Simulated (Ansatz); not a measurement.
# SnSe2: an axial (c/a) deformation path

One table from this session's results is given with a row withheld; the runs are named, their logs left out.

The COD entry's cell or inner coordinates are ideal or old and differ from later refinements, so a difference from it is no clean test against experiment.

Method: DFT PBEsol, scalar-relativistic, plane waves, PAW, in Ansatz 0.2.0.

### Starting point

It takes space group P-3m1 (No. 164, trigonal). Conventional cell: a = 3.811 Å, b = 3.811 Å, c = 6.137 Å, α = 90.00°, β = 90.00°, γ = 120.00°. Around Sn (site symmetry -3m) lie 6 Se at 2.68 Å. Se (site symmetry 3m) has 3 Sn at 2.68 Å as nearest neighbours.

As a file:

```xyz
3
Lattice="3.8110 0.0000 0.0000 -1.9055 3.3004 0.0000 0.0000 0.0000 6.1370" Properties=species:S:1:pos:R:3 pbc="T T T"
Sn    0.0000    0.0000    0.0000
Se    0.0000    2.2003    1.5342
Se    1.9055    1.1001    4.6027
```

No relaxation comes first: the listed cell is the starting point.

Set-up of the first run:

At fixed volume and fractional coordinates, lengths along (0.000, 0.000, 1.000) are scaled against those across it; ρ is that ratio over its starting value.

File input.yaml:

```yaml
crystal:
  lattice:
    - [4.0231463824, 0.0, 0.0]
    - [-2.0115731912, 3.4841469703, 0.0]
    - [0.0, 0.0, 5.5068351236]
  atoms:
    - { symbol: Sn, position: [0.0, 0.0, 0.0] }
    - { symbol: Se, position: [0.3333333333, 0.6666666667, 0.25] }
    - { symbol: Se, position: [0.6666666667, 0.3333333333, 0.75] }
basis:
  ecutwfc: 420
kpoints:
  mp_grid: { grid: [9, 9, 6] }
hamiltonian:
  xc: pbesol
scf:
  occupations: { method: gaussian, width: 0.05 }
output:
  forces: true
  stress: true
  eigenvalues: true
```

Steps of the session up to this table: Point ρ = 0.850; Point ρ = 1.200; ρ = 0.920; ρ = 1.100; Point ρ = 0.960; ρ = 1.050; ρ = 0.800; Point ρ = 1.300.

One of the session's tables, all rows but one given; the rest of the session is left out.

The scan, with free energies counted from the undisturbed cell:

| ρ | ΔE (meV/atom) | pressure (GPa) | gap on the mesh (eV) |
| --- | --- | --- | --- |
| 0.800 | 125.1 | 1.1 | 0.00 |
| 0.850 | ? | ? | ? |
| 0.920 | 32.0 | 2.0 | 0.07 |
| 0.960 | 11.8 | 2.1 | 0.43 |
| 1.000 | 0.0 | 2.2 | 0.62 |
| 1.050 | -1.2 | 2.3 | 0.55 |
| 1.100 | 14.0 | 2.4 | 0.35 |
| 1.200 | 94.0 | 2.8 | 0.00 |
| 1.300 | 226.7 | 3.3 | 0.00 |

Q: Estimate the row for ρ = 0.850 from the others.

Worked estimate for «ΔE (meV/atom)». A straight line through the neighbours (0.800, 125.1) and (0.920, 32.0) gives 125.1 + (32.0 − 125.1) × (0.850 − 0.800) / (0.920 − 0.800) = 86.3; a parabola fitted to 3 rows on both sides gives 80.4.

As computed: ΔE (meV/atom): 82.2; pressure (GPa): 1.6; gap on the mesh (eV): 0.07. In «ΔE (meV/atom)» the line misses by +4.1 and the parabola by -1.8.

Where the gap reads zero, the mesh chosen for the insulator is on the coarse side.

Caveats from the session: Layers here are held mostly by dispersion, which this level lacks, so their spacing and the stiffness across them are unreliable there.
